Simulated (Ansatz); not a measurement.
**CH4BGaO2 (SMILES [OH][Ga]1[BH]O[CH2]1) at HF/STO-3G**

Aim: the vertical ionisation energy of CH4BGaO2 at HF/STO-3G, from 2 runs. 

The results are computed with Ansatz 0.2.0.

95 further runs of the same task are left out: 95 set aside as unsound or not needed. Runs told in other sessions of the task aren't counted.

## Step 1: Starting point

CH4BGaO2: 9 atoms, total charge 0, spin state singlet. As SMILES, `[OH][Ga]1[BH]O[CH2]1`. The coordinates come from a PBE0-D4/def2-TZVP relaxation. This is one conformer, not always the lowest.

Bond lengths: O1–Ga2 1.783 Å, Ga2–B3 2.109 Å, B3–O4 1.344 Å, Ga2–C5 2.048 Å, O4–C5 1.464 Å, O1–H6 0.960 Å, B3–H7 1.194 Å, C5–H8 1.092 Å, C5–H9 1.092 Å. Some angles: O1–Ga2–B3 155.6°, O1–Ga2–C5 135.3°, B3–Ga2–C5 69.1°, Ga2–B3–O4 88.8°, B3–O4–C5 114.1°, Ga2–C5–O4 88.1°, Ga2–O1–H6 114.5°, Ga2–B3–H7 149.7°, O4–B3–H7 121.5°, Ga2–C5–H8 120.2°.

## Step 2: A single-point energy at HF/STO-3G

in.yaml reads:

```yaml
crystal:
  periodic: [false, false, false]
  atoms:
    - {symbol: O, position_ang: [-0.140900, 2.668400, -0.180000]}
    - {symbol: Ga, position_ang: [0.206000, 0.920500, -0.222600]}
    - {symbol: B, position_ang: [1.299500, -0.808200, -0.735000]}
    - {symbol: O, position_ang: [0.383300, -1.546100, -0.084800]}
    - {symbol: C, position_ang: [-0.698300, -0.762500, 0.515200]}
    - {symbol: H, position_ang: [-0.939100, 2.905000, 0.298100]}
    - {symbol: H, position_ang: [2.237800, -1.312200, -1.273600]}
    - {symbol: H, position_ang: [-0.704200, -0.956900, 1.589800]}
    - {symbol: H, position_ang: [-1.644100, -1.108100, 0.092800]}
basis:
  gaussian:
    orbitals: STO-3G
hamiltonian:
  xc: hf
accuracy: high
output: {orbitals: {seedname: orbitals}}
```

On the command line:

```console
$ ansatz run in.yaml --threads 1 --pin off --max-ram 2610MiB --events-out events.jsonl --progress --plain --runs-dir runs
```

Output:

```text
Warning: RAYON_NUM_THREADS=1 ignored (pool sized by the plan → 1); use --threads N
Functional definition: HF
  name "HF"
  exchange = exact_x
  correlation = 0
781 factors; integrals over basis functions are off by at most 5.8e-9 eV
mean field evaluation 1: about -57485.2670 eV, gradient 3.0e1 eV
mean field evaluation 2: about -57485.4588 eV, gradient 3.0e1 eV
mean field evaluation 4: about -57489.0548 eV, gradient 3.1e0 eV
mean field evaluation 8: about -57489.1144 eV, gradient 5.5e-2 eV
mean field -57489.11229127 eV, -2112.6859091842 hartree, gradient 1.9e-8 eV, S^2 0.000000; 0 other end points of the search recorded, 0 dependent functions left out
reference -57489.11229127 eV, -2112.6859091842 hartree; 31, 31 occupied and 11, 11 virtual orbitals, 781 factors
Total energy: -57489.11229127 eV, -2112.6859091842 hartree
```

Run time: 0.79 s. Hardware: 1 thread of Arm Neoverse V1, shared host; peak memory 0.095 GiB.

## Step 3: The doublet cation

run.yaml reads:

```yaml
crystal:
  periodic: [false, false, false]
  atoms:
    - {symbol: O, position_ang: [-0.140900, 2.668400, -0.180000]}
    - {symbol: Ga, position_ang: [0.206000, 0.920500, -0.222600]}
    - {symbol: B, position_ang: [1.299500, -0.808200, -0.735000]}
    - {symbol: O, position_ang: [0.383300, -1.546100, -0.084800]}
    - {symbol: C, position_ang: [-0.698300, -0.762500, 0.515200]}
    - {symbol: H, position_ang: [-0.939100, 2.905000, 0.298100]}
    - {symbol: H, position_ang: [2.237800, -1.312200, -1.273600]}
    - {symbol: H, position_ang: [-0.704200, -0.956900, 1.589800]}
    - {symbol: H, position_ang: [-1.644100, -1.108100, 0.092800]}
basis:
  gaussian:
    orbitals: STO-3G
total_charge: 1
magnetization:
  spin_polarized: true
  initial_magnetization: 1
hamiltonian:
  xc: hf
accuracy: high
output:
  orbitals: {seedname: orbitals}
```

On the command line:

```console
$ ansatz run run.yaml --threads 1 --pin off --max-ram 2610MiB --events-out events.jsonl --progress --plain --runs-dir runs
```

Output, cut to the lines that bear on the results:

```text
Warning: RAYON_NUM_THREADS=1 ignored (pool sized by the plan → 1); use --threads N
[... 2 set-up lines as earlier in the session ...]
[...]
781 factors; integrals over basis functions are off by at most 5.8e-9 eV
[...]
mean field -57486.62452460 eV, -2112.5944854455 hartree, gradient 3.0e-8 eV, S^2 0.752639; 3 other end points of the search recorded, 0 dependent functions left out
reference -57486.62452460 eV, -2112.5944854455 hartree; 31, 30 occupied and 11, 12 virtual orbitals, 781 factors
Total energy: -57486.62452460 eV, -2112.5944854455 hartree
```

It took 4.2 s on 1 thread of Arm Neoverse V1, shared host; peak memory 0.13 GiB.

## Step 4: Outcome

At HF/STO-3G:

```
                                                    quantity           value
                              singlet CH4BGaO2: total energy  -2112.68591 Eh
                               singlet CH4BGaO2: HOMO energy        -6.97 eV
                               singlet CH4BGaO2: LUMO energy         4.75 eV
                             singlet CH4BGaO2: HOMO–LUMO gap        11.72 eV
                                doublet cation: total energy  -2112.59449 Eh
          doublet cation: HOMO energy (highest over α and β)       -15.72 eV
           doublet cation: LUMO energy (lowest over α and β)        -4.06 eV
                                        doublet cation: ⟨S²⟩           0.753
vertical ionisation energy (to the doublet cation), in doubt        2.488 eV
```

The vertical ionisation energy comes to 2.49 eV (240 kJ/mol). −ε(HOMO) before ionisation, 6.97 eV, is 4.49 eV above this ionisation energy. This ionisation energy lies far from the orbital energy or is small for a neutral ground state: the minimal basis may be the cause, the hole may sit in another orbital, or the first species is not in its lowest state. In a minimal basis such a difference can be off by several eV, whatever the method.
